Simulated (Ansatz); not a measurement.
# CH6BNO: the cost of one run

Program: Ansatz 0.2.0, Gaussian basis. Level of theory: the settings change from run to run. These are calculated values, not measurements.

### Step 1. The molecule

An earlier PBE0-D4 in a triple-zeta def2 set relaxation fixed the geometry.

SMILES `CNBO`, 10 atoms, charge 0, spin multiplicity 1.

Atoms are counted from 1 here; the program's logs count them from 0.

Bond lengths: C1–N2 1.440 Å, C1–H5 1.095 Å, C1–H6 1.091 Å, C1–H7 1.095 Å, N2–B3 1.395 Å, N2–H8 1.008 Å, B3–O4 1.374 Å, B3–H9 1.203 Å, O4–H10 0.957 Å. Angles: N2–C1–H5 112.0°, N2–C1–H6 109.1°, N2–C1–H7 112.0°, H5–C1–H6 107.8°, H5–C1–H7 107.9°, H6–C1–H7 107.8°, C1–N2–B3 126.3°, C1–N2–H8 115.2°, B3–N2–H8 118.5°, N2–B3–O4 118.7°, N2–B3–H9 119.7°, O4–B3–H9 121.6°, B3–O4–H10 112.4°.

### Step 2. HSE06/cc-pVTZ-DK

This run has charge -1, multiplicity 2, restricted open-shell orbitals, D3(BJ) with three-body dispersion.

in.yaml

```yaml
crystal:
  periodic: [false, false, false]
  atoms:
    - {symbol: C, position_ang: [-1.341412, 0.545848, -0.278270]}
    - {symbol: N, position_ang: [-0.058866, -0.064883, -0.513217]}
    - {symbol: B, position_ang: [0.917225, -0.330951, 0.447695]}
    - {symbol: O, position_ang: [2.091440, -0.921552, 0.048798]}
    - {symbol: H, position_ang: [-2.168431, -0.115660, -0.557471]}
    - {symbol: H, position_ang: [-1.440134, 0.772384, 0.784028]}
    - {symbol: H, position_ang: [-1.457594, 1.483376, -0.832434]}
    - {symbol: H, position_ang: [0.128979, -0.314858, -1.471974]}
    - {symbol: H, position_ang: [0.716745, -0.041918, 1.598168]}
    - {symbol: H, position_ang: [2.695148, -1.062888, 0.777577]}
basis:
  gaussian: {orbitals: cc-pVTZ-DK}
total_charge: -1
magnetization: {spin_polarized: false, initial_magnetization: 1}
hamiltonian: {xc: {name: HSE06}, dispersion: d3bjatm}
output: {forces: true}
```

Command:

```console
ansatz run in.yaml --threads 2 --pin off --events-out ev --progress --plain --max-ram 4352MiB
```

What time and memory should one allow on 2 threads of AMD EPYC 9B45, shared host?

About 10 s, with a peak of 0.61 GiB.
